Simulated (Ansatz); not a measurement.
**Cl− with CHN: structure and interaction energy**

One table from this session's results is given with a row withheld; the runs are named, their logs left out.

Computed with Ansatz 0.2.0, Gaussian basis. Level: PBE0-D4 structure, single points in def2-TZVPPD.

Levels: PBE-D4, revPBE-D4, BLYP-D4, r2SCAN-D4, B97M-V, PBE0-D4, B3LYP-D4, HSE06-D4, wB97X-V, wB97M-V, B2PLYP, Hartree-Fock, MP2, CCSD, CCSD(T). The reference is CCSD(T) extrapolated to the basis limit.

Correlated methods freeze the cores. B3LYP uses VWN-RPA correlation. B2PLYP carries no dispersion term here.

163 further runs of the same task are left out: 163 set aside as unsound or not needed.

## Starting geometry

The pair, from a GFN2-xTB docking trial: 4 atoms, charge -1, spin multiplicity 1.

Atoms are counted from 1 here; the program's logs count them from 0.

Bond lengths: C2–N3 1.144 Å, C2–H4 1.074 Å. Angles: N3–C2–H4 176.8°.

As a file:

```xyz
4
charge -1, multiplicity 1
Cl   -0.1440    0.4588   -2.3789
C     0.0233   -0.1490    0.7739
N     0.2547   -0.3895    1.8684
H    -0.1340    0.0798   -0.2634
```

Atoms 1 to 1 are fragment A (Cl−), the rest fragment B (CHN).

The first run:

pre/in.yaml

```yaml
crystal:
  periodic: [false, false, false]
  atoms:
    - {symbol: Cl, position_ang: [-0.144000, 0.458800, -2.378900]}
    - {symbol: C, position_ang: [0.023300, -0.149000, 0.773900]}
    - {symbol: N, position_ang: [0.254700, -0.389500, 1.868400]}
    - {symbol: H, position_ang: [-0.134000, 0.079800, -0.263400]}
basis:
  gaussian: {orbitals: def2-SVPD}
total_charge: -1
hamiltonian: {xc: pbe, dispersion: d4}
relax: {f_tol: 0.03, max_steps: 250}
```

Run with:

```console
$ ansatz run in.yaml --threads 2 --pin off --events-out ev --progress --plain --max-ram 5222MiB
```

Among the steps run: A first relaxation in a small basis; Relaxation at PBE0-D4; wB97X-V/def2-TZVPPD; wB97M-V/def2-TZVPPD; B2PLYP/def2-TZVPPD; B97M-V/def2-TZVPPD; CCSD(T)/def2-TZVPPD; MP2/def2-QZVPPD; Hartree-Fock/STO-3G; SPW92/def2-SVP; wB97M-V/def2-SVP; CCSD(T)/def2-SVP; Vibrations of the pair.

One table of the session follows, with a row left open; its other results are not shown here.

```
      method  interaction (kJ/mol)
      PBE-D4               -103.01
   revPBE-D4                -99.25
     BLYP-D4                -97.23
   r2SCAN-D4               -102.49
      B97M-V                -97.28
     PBE0-D4                     ?
    B3LYP-D4               -100.28
    HSE06-D4               -104.63
     wB97X-V                -99.07
     wB97M-V                -98.76
      B2PLYP                -95.03
Hartree-Fock                -87.76
         MP2                -94.25
        CCSD                -91.09
     CCSD(T)                -92.46
 CCSD(T)/CBS                -96.89
```

Q: Estimate the row for PBE0-D4 from the others.

**Answer.** interaction (kJ/mol): -104.55. In the column «interaction (kJ/mol)» it lies between HSE06-D4 (-104.63) and PBE-D4 (-103.01).
